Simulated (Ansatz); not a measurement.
# CH₃NOSi (SMILES N=[Si]=CO): molecular dynamics

Aim: follow the atoms for 60 steps of 0.5 fs at constant energy, with velocities drawn for 700 K.

The runs use Ansatz 0.2.0, Gaussian basis; r2SCAN-D4/def2-SVPD.

### 1 Where the work starts

SMILES `N=[Si]=CO`, 7 atoms, charge 0, spin multiplicity 1.

Atoms are counted from 1 here; the program's logs count them from 0.

Bond lengths: N1–Si2 1.605 Å, N1–H5 1.009 Å, Si2–C3 1.791 Å, C3–O4 1.422 Å, C3–H6 1.092 Å, O4–H7 0.961 Å. Angles: Si2–N1–H5 126.3°, N1–Si2–C3 169.1°, Si2–C3–O4 119.3°, Si2–C3–H6 115.5°, O4–C3–H6 107.3°, C3–O4–H7 108.8°.

Geometry (Å):

```
N    -2.2526    0.4727   -0.4228
Si   -0.7623    0.2788    0.1413
C     0.9943    0.1062    0.4457
O     1.6176   -1.1542    0.2326
H    -2.5515    1.1613   -1.0977
H     1.3425    0.4816    1.4102
H     1.6120   -1.3464   -0.7093
```

### 2 Dynamics

The input, md/in.yaml:

```yaml
crystal:
  periodic: [false, false, false]
  atoms:
    - {symbol: N, position_ang: [-2.252630, 0.472690, -0.422800]}
    - {symbol: Si, position_ang: [-0.762340, 0.278810, 0.141280]}
    - {symbol: C, position_ang: [0.994350, 0.106200, 0.445750]}
    - {symbol: O, position_ang: [1.617560, -1.154200, 0.232600]}
    - {symbol: H, position_ang: [-2.551470, 1.161330, -1.097670]}
    - {symbol: H, position_ang: [1.342550, 0.481570, 1.410150]}
    - {symbol: H, position_ang: [1.611990, -1.346400, -0.709310]}
basis:
  gaussian: {orbitals: def2-SVPD}
hamiltonian: {xc: r2scan, dispersion: d4}
md: {n_steps: 60, timestep: 0.5, temperature: 700, ensemble: nve, seed: 132, initial_velocities: maxwell_boltzmann}
```

Command:

```sh
$ ansatz run in.yaml --threads 1 --pin off --events-out ev --progress --plain --max-ram 4352MiB
```

Before running it: what results should come out? Wanted: temperature at the start; mean temperature, second half; lowest and highest potential energy, from the first frame; largest change of potential + kinetic.

**Answer**, as computed:

| quantity | value |
| --- | --- |
| length | 60 steps, 30.0 fs |
| temperature at the start | 700 K |
| mean temperature, second half | 567 K |
| lowest and highest potential energy, from the first frame | -79 and 233 meV |
| largest change of potential + kinetic | 2.9 meV |

With no thermostat the total energy should stay fixed; it holds within 2.9 meV, small beside the kinetic energy, so the time step serves. The temperature runs between 343 and 824 K. The bonding pattern stays as it was.
